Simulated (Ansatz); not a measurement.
# GaP: how the settings move a calculation

Aim: see which settings change the result for GaP, by how much, and at what cost.

Program: Ansatz 0.2.0. Level of theory: reference: DFT, PBE, plane-wave PAW, default files, scalar-relativistic. These are calculated values, not measurements.

### Step 1. The structure to begin with

Symmetry: F-43m, No. 216, cubic system. The conventional cell has a = 5.451 Å, b = 5.451 Å, c = 5.451 Å, α = 90.00°, β = 90.00°, γ = 90.00°. Ga (site symmetry -43m) has 4 P at 2.36 Å as nearest neighbours. Around P (site symmetry -43m) lie 4 Ga at 2.36 Å.

Structure file:

```cif
data_structure
_symmetry_space_group_name_H-M 'F-43m'
_symmetry_Int_Tables_number 216
_cell_length_a 5.4505
_cell_length_b 5.4505
_cell_length_c 5.4505
_cell_angle_alpha 90.000
_cell_angle_beta 90.000
_cell_angle_gamma 90.000
_cell_volume 161.92
loop_
_atom_site_label
_atom_site_type_symbol
_atom_site_symmetry_multiplicity
_atom_site_Wyckoff_symbol
_atom_site_fract_x
_atom_site_fract_y
_atom_site_fract_z
_atom_site_occupancy
Ga1 Ga 4 a 0.00000 0.00000 0.00000 1
P1 P 4 d 0.25000 0.25000 0.75000 1
```

### Step 2. Baseline

Contents of input.yaml:

```yaml
crystal:
  lattice:
    - [0.0, 2.72525, 2.72525]
    - [2.72525, 0.0, 2.72525]
    - [2.72525, 2.72525, 0.0]
  atoms:
    - { symbol: Ga, position: [0.0, 0.0, 0.0] }
    - { symbol: P, position: [0.25, 0.25, 0.25] }
kpoints:
  mp_grid: { grid: [9, 9, 9] }
scf:
  occupations: { method: fermi_dirac, width: 0.02 }
hamiltonian:
  xc: pbe
  pseudopotentials: { kind: paw }
output:
  forces: true
  stress: true
  populations: true
  efg: { quadrupole_moments_barn: { Ga: 0.107 }, contact_densities: true }
relax:
  f_tol: 0.02
  max_steps: 60
```

The run is started by

```console
> ansatz run input.yaml --threads 1 --pin off --max-ram 2560MiB --backend cpu --events-out ev --progress --plain --runs-dir out
```

### Step 3. Variant: preconditioner kerker_dos, scf.algorithm direct_min

Edit input.yaml of step 2 so:

```diff
@@ -12,2 +12,4 @@
   occupations: { method: fermi_dirac, width: 0.02 }
+  mixing: { preconditioner: kerker_dos }
+  algorithm: direct_min
 hamiltonian:
@@ -20,4 +22 @@
   efg: { quadrupole_moments_barn: { Ga: 0.107 }, contact_densities: true }
-relax:
-  f_tol: 0.02
-  max_steps: 60
```

### Step 4. Changed: n_extra_bands 2

Edit input.yaml of step 2 so:

```diff
@@ -12,2 +12,3 @@
   occupations: { method: fermi_dirac, width: 0.02 }
+  n_extra_bands: 2
 hamiltonian:
@@ -20,4 +21 @@
   efg: { quadrupole_moments_barn: { Ga: 0.107 }, contact_densities: true }
-relax:
-  f_tol: 0.02
-  max_steps: 60
```

Before running it: what results should come out? Wanted: for each run, ending; energy change; pressure; gap; force.

The runs gave:

```tsv
run	ending	energy change	pressure (GPa)	gap (eV)	force (eV/Å)	cycles	time
reference	converged	0	2.5	1.60	0.00	6	3.8 s
1: preconditioner kerker_dos, scf.algorithm direct_min	converged	0.0 meV/atom	2.5	1.60	0.00	5	4.8 s
2: n_extra_bands 2	converged	0.0 meV/atom	2.5	1.60	0.00	6	3.4 s
```

What this shows: Of the converged runs whose energies compare with the reference's, none moves it noticeably. Symmetry fixes the atoms and the cell is held, so no setting can move this relaxation. 

These are semilocal Kohn-Sham gaps, which aren't the measured quantity. Such gaps usually fall short of the measured ones.
